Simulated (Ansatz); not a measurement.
**InSe2: tests of the settings**

This session on InSe2 sets out to sweep the k-point mesh on the displaced cell.

Method: DFT PBEsol, scalar-relativistic, plane waves, PAW, in Ansatz 0.2.0.

2 further runs of the same task are left out: 1 that didn't finish, 1 set aside as unsound or not needed. Runs told in other sessions of the task aren't counted.

## (1) The system as given

Symmetry: P4/nmm, No. 129, tetragonal system. The conventional cell has a = 3.895 Å, b = 3.895 Å, c = 9.626 Å, α = 90.00°, β = 90.00°, γ = 90.00°. In (site symmetry 4mm) is surrounded by 4 Se at 2.84 Å. Se (site symmetry 4mm) is surrounded by 4 In at 2.84 Å. Around Se (site symmetry -4m2) lie 4 Se at 2.75 Å.

As a file:

```xyz
6
Lattice="3.8949 0.0000 0.0000 0.0000 3.8949 0.0000 0.0000 0.0000 9.6262" Properties=species:S:1:pos:R:3 pbc="T T T"
In    0.0000    1.9474    6.8006
In    1.9474    0.0000    2.8256
Se    0.0000    1.9474    3.5252
Se    1.9474    0.0000    6.1010
Se    0.0000    0.0000    0.0000
Se    1.9474    1.9474    0.0000
```

Source of the structure: the Materials Project (structure only). It is taken as it stands there.

## (2) The base input

Input file input.yaml:

```yaml
crystal:
  lattice:
    - [3.894893, 0.0, 0.0]
    - [0.0, 3.894893, 0.0]
    - [0.0, 0.0, 9.626231]
  atoms:
    - { symbol: In, position: [0.0, 0.5, 0.706468] }
    - { symbol: In, position: [0.5, 0.0, 0.293532] }
    - { symbol: Se, position: [0.0, 0.5, 0.366212] }
    - { symbol: Se, position: [0.5, 0.0, 0.633788] }
    - { symbol: Se, position: [0.0, 0.0, 0.0] }
    - { symbol: Se, position: [0.5, 0.5, 0.0] }
basis:
  ecutwfc: 420
kpoints:
  mp_grid: { grid: [10, 10, 4] }
hamiltonian:
  xc: pbesol
scf:
  occupations: { method: gaussian, width: 0.1 }
output:
  forces: true
  stress: true
  eigenvalues: true
  populations: true
  write_density: true
  write_potential: true
  elf: true
  volumetric_format: npy
```

It was run beforehand and gave: -5458.1500 eV/atom at zero smearing, pressure -3.35 GPa, largest force 0.102 eV/Å, no gap on the mesh, in 9 SCF cycles and 20 s.

The runs on the displaced cell use a copy made earlier, with the atoms moved and the axes strained (about 1 %) at random, so that forces and shear stress do not vanish.

## (3) K-point mesh on the displaced cell set to 1×1×1

Input file input.yaml:

```yaml
crystal:
  lattice:
    - [3.9270757533, -0.0518420432, 0.0414956638]
    - [-0.0518420432, 3.8601552368, 0.0138576913]
    - [0.1025565645, 0.0342492945, 9.693539527]
  atoms:
    - { symbol: In, position: [0.0207369997, 0.5039957392, 0.7064070105] }
    - { symbol: In, position: [0.5041949102, 0.0298992359, 0.282924533] }
    - { symbol: Se, position: [-0.0061395236, 0.5209272203, 0.3768776956] }
    - { symbol: Se, position: [0.4822992083, 0.0548078754, 0.6293459235] }
    - { symbol: Se, position: [-0.0215138425, -0.0364804405, 0.0043115832] }
    - { symbol: Se, position: [0.4989402611, 0.4646776662, -0.0147760375] }
basis:
  ecutwfc: 420
kpoints:
  mp_grid: { grid: [1, 1, 1] }
hamiltonian:
  xc: pbesol
scf:
  occupations: { method: gaussian, width: 0.1 }
output:
  forces: true
  stress: true
  eigenvalues: true
```

Launch:

```bash
$ ansatz run input.yaml --threads 1 --pin off --max-ram 2560MiB --backend cpu --events-out ev --progress --plain --runs-dir out
```

The session goes on with these runs: K-point mesh on the displaced cell: 2×2×1; K-point mesh on the displaced cell set to 4×4×1; K-point mesh on the displaced cell set to 4×4×2; K-point mesh on the displaced cell: 6×6×2.

**Question.** What does this series show?

**Answer**, as computed:

| quantity | value |
| --- | --- |
| k-point mesh on the displaced cell: within 10 and 1 meV/atom of 8×8×4 from | 6×6×2 for 10; none of the others for 1 |

The last step in the k-point mesh on the displaced cell still changes the energy by 2.61 meV/atom: the series is not settled to 1 meV/atom. The gaps on the coarsest meshes are artefacts of sampling: the crystal is a metal on the dense ones. The error changes sign along the series, since a k mesh isn't variational, and a metal needs dense meshes to resolve its Fermi surface. Forces come within 0.01 eV/Å only at the reference itself. Spin polarisation is off in the runs that give these values; a magnetic solution could lie lower.

Spin-orbit coupling is left out, though the cell holds In; it can move the gap.
